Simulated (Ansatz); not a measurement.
# Cd3O: the cost of one run

Method: DFT PBE, scalar-relativistic, plane waves, PAW, unless a step names another level, in Ansatz 0.2.0.

24 further runs of the same task are left out: 2 that didn't finish, 22 set aside as unsound or not needed. Runs told in other sessions of the task aren't counted.

### 1 Plan

Pauling electronegativities: Cd 1.69, O 3.44 (spread 1.75). No set of common oxidation states balances it. Tabulated atomic sizes suggest about 19 Å³/atom. 41 candidates were drawn, by swapping species into database cells of other compounds, at random by space group and Wyckoff sites, or by hand, as the table says:

```tsv
name	made from	space group no.	Wyckoff sites	atoms (primitive cell)	V (Å³/atom)
c01	random	221	Cd 3c; O 1b	4	23.0
c02	built by hand: layered Cd3O, single oxide sheet	164	Cd 2d, 1b; O 1a	4	19.3
c03	database cell of PrHg3	194	Cd 6h; O 2d	8	18.5
c04	random	44	Cd 2a, 2a, 2b; O 2b	4	19.7
c05	random	183	Cd 1a, 2b; O 1a	4	21.1
c06	random	191	Cd 3g; O 1a	4	23.6
c07	database cell of AlPt3	127	Cd 4g, 2b; O 2c	8	19.1
c08	database cell of Zn3Ag	187	Cd 1f, 2h; O 1e	4	18.9
c09	random	107	Cd 2a, 4b; O 2a	4	20.8
c10	database cell of Pd3S	63	Cd 8g, 4a; O 4c	8	18.8
c11	random	164	Cd 2d, 1b; O 1a	4	20.6
c12	random	225	Cd 4a, 8c; O 4b	4	19.8
c13	random	166	Cd 9e; O 3b	4	19.5
c14	random	141	Cd 8e, 4b; O 4a	8	23.5
c15	built by hand: segregated CdO(001)/Cd intergrowth	129	Cd 2c, 2c, 2c; O 2c	8	19.3
c16	random	139	Cd 4d, 2b; O 2a	4	23.2
c17	database cell of Mg3Zn	25	Cd 1a, 1b, 1d; O 1c	4	24.5
c18	random	123	Cd 2h, 1d; O 1b	4	20.1
c19	database cell of TaOs3	221	Cd 3c; O 1a	4	19.8
c20	random	65	Cd 2a, 4i; O 2b	4	21.6
c21	random	65	Cd 8n, 4g; O 4k	8	24.3
c22	built by hand: segregated CdO(111)/Cd intergrowth	164	Cd 1a, 2d, 1b, 2d; O 2d	8	19.3
c23	database cell of Ta3Au	223	Cd 6c; O 2a	8	20.4
c24	random	65	Cd 8p, 4g; O 2c, 2b	8	24.2
c25	database cell of Dy3Mg	123	Cd 2h, 1b; O 1a	4	25.4
c26	random	71	Cd 4j, 2d; O 2c	4	22.5
c27	random	193	Cd 6g; O 2b	8	20.9
c28	random	58	Cd 4g, 2c; O 2d	8	22.7
c29	database cell of Fe3Pt	123	Cd 1b, 2f; O 1d	4	21.1
c30	random	71	Cd 2d, 4i; O 2a	4	20.0
c31	built by hand: Cs3O-type (anti-TiI3)	193	Cd 6g; O 2b	8	19.3
c32	database cell of SbF3	40	Cd 4b, 8c; O 4b	8	19.6
c33	database cell of YbAu3	59	Cd 4e, 2b; O 2a	8	18.1
c34	built by hand: epsilon-Fe3N / Zr3O-type suboxide	182	Cd 6g; O 2c	8	19.4
c35	random	155	Cd 18f; O 3a, 3b	8	20.3
c36	random	221	Cd 6f; O 1a, 1b	8	20.3
c37	database cell of ScF3	155	Cd 9e; O 3a	4	25.1
c38	random	136	Cd 4g, 2a; O 2b	8	22.1
c39	random	191	Cd 3f; O 1a	4	21.0
c40	database cell of Li3Cd	225	Cd 8c, 4b; O 4a	4	25.4
c41	database cell of Sb3Au	229	Cd 6b; O 2a	4	20.6
```

### 2 Screening run of c21

Input file input.yaml:

```yaml
crystal:
  lattice:
    - [3.52816164, -3.54193811, 0.0]
    - [3.52816164, 3.54193811, 0.0]
    - [0.0, 0.0, 7.76834868]
  atoms:
    - { symbol: Cd, position: [0.79253265, 0.20746735, 0.30223436] }
    - { symbol: Cd, position: [0.20746735, 0.79253265, 0.30223436] }
    - { symbol: Cd, position: [0.20746735, 0.79253265, 0.69776564] }
    - { symbol: Cd, position: [0.79253265, 0.20746735, 0.69776564] }
    - { symbol: Cd, position: [0.21278579, 0.21278579, 0.0] }
    - { symbol: Cd, position: [0.78721421, 0.78721421, 0.0] }
    - { symbol: O, position: [0.0, 0.0, 0.71295536] }
    - { symbol: O, position: [0.0, 0.0, 0.28704464] }
basis:
  ecutwfc: 420
kpoints:
  mp_grid: { grid: [3, 3, 2] }
hamiltonian:
  xc: pbe
scf:
  occupations: { method: gaussian, width: 0.2 }
  lower_state_search: "off"
output:
  forces: true
  stress: true
  eigenvalues: true
relax:
  adjacent_minimum: "off"
  f_tol: 0.08
  max_steps: 16
  cell: { stress_tol: 0.8 }
```

Command:

```
ansatz run input.yaml --threads 1 --pin off --max-ram 2560MiB --backend cpu --events-out ev --progress --plain --runs-dir out
```

Q: Estimate wall time and peak memory on 1 thread of AMD EPYC 9R45 (Zen 5), shared host.

About 33 s, with a peak of 0.51 GiB.
